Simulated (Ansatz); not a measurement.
# Dy3TaF2: the cost of one run

Program: Ansatz 0.2.0. Level of theory: DFT PBE, scalar-relativistic, plane waves, PAW; 4f electrons in the core of a trivalent norm-conserving potential. These are calculated values, not measurements.

### 1 The starting structure

The structure is hexagonal, space group P6/mmm (No. 191). Conventional cell: a = 5.175 Å, b = 5.175 Å, c = 4.904 Å, α = 90.00°, β = 90.00°, γ = 120.00°. Dy (site symmetry mmm) has 2 Ta at 2.59 Å and 4 Dy at 2.59 Å in its first shell of neighbours. Ta (site symmetry 6/mmm) is surrounded by 2 F at 1.60 Å. F (site symmetry 6mm) has 1 Ta at 1.60 Å in its first shell of neighbours.

Structure file:

```xyz
6
Lattice="5.1750 0.0000 0.0000 -2.5875 4.4817 0.0000 0.0000 0.0000 4.9043" Properties=species:S:1:pos:R:3 pbc="T T T"
Dy    2.5875    0.0000    0.0000
Dy   -1.2938    2.2409    0.0000
Dy    1.2938    2.2409    0.0000
Ta    0.0000    0.0000    0.0000
F     0.0000    0.0000    1.6033
F     0.0000    0.0000    3.3010
```

Recipe of the guess: random cell by space group and Wyckoff sites (P6/mmm, No. 191). The dimensions are guesses.

### 2 Probe: one point on a coarse mesh

Contents of input.yaml:

```yaml
crystal:
  lattice:
    - [5.17502149, 0.0, 0.0]
    - [-2.58751075, 4.48170008, 0.0]
    - [0.0, 0.0, 4.90425062]
  atoms:
    - { symbol: Dy, position: [0.5, 0.0, 0.0] }
    - { symbol: Dy, position: [0.0, 0.5, 0.0] }
    - { symbol: Dy, position: [0.5, 0.5, 0.0] }
    - { symbol: Ta, position: [0.0, 0.0, 0.0] }
    - { symbol: F, position: [0.0, 0.0, 0.32691479] }
    - { symbol: F, position: [0.0, 0.0, 0.67308521] }
basis:
  ecutwfc: 630
kpoints:
  mp_grid: { grid: [6, 6, 4] }
hamiltonian:
  xc: pbe
  pseudopotentials:
    kind: paw
    azcp: { Dy: "pseudopotentials/pbe/nc/lanthanide_3plus/Dy.nc.azcp" }
scf:
  occupations: { method: gaussian, width: 0.1 }
  lower_state_search: "off"
output:
  forces: true
  stress: true
  eigenvalues: true
```

Command:

```bash
$ ansatz run input.yaml --threads 1 --pin off --max-ram 2560MiB --backend cpu --events-out ev --progress --plain --runs-dir out
```

What time and memory should one allow on 1 thread of Arm Neoverse V2, shared host?

About 12 s, with a peak of 0.44 GiB.
